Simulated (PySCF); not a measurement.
ClCu, in a box:

```xyz
2
Lattice="11.0000 0.0000 0.0000 0.0000 10.0000 0.0000 0.0000 0.0000 10.0000" Properties=species:S:1:pos:R:3 pbc="T T T"
Cl    6.3796    4.7442    5.4780
Cu    4.7077    5.3604    4.5880
```

The cell isn't the ideal one: atoms moved at random, drawn with an rms of 0.05 Å.

Base run:

- Program: PySCF 2.14.0
- Functional: TASK
- Potentials or basis: pob-tzvp-rev2 (all-electron)
- k mesh: 1 × 1 × 1
- Occupations: fixed
- Spin: no spin polarisation

Its results: gap between the frontier levels 4.51 eV.

Question: After a change of settings the same cell gave: gap between the frontier levels 3.24 eV. Which change was it?
A. functional from TASK to revPBE
B. functional from TASK to r2SCAN; dispersion from none to D3(BJ)
C. functional from TASK to HCTH407; dispersion from none to D3

Answer: B.

Caveats: this is a molecule in a periodic box at the Γ point, so its band gap is the HOMO-LUMO gap; the basis of atomic orbitals isn't converged, which shifts pressures, moduli and gaps; this basis is made for solids and lacks diffuse functions, so gaps of a molecule come out too wide by an eV or more; these D3(BJ) parameters were fitted with the three-body term, which the run leaves out (some runs).

Runs at the PBE level aren't shown here.
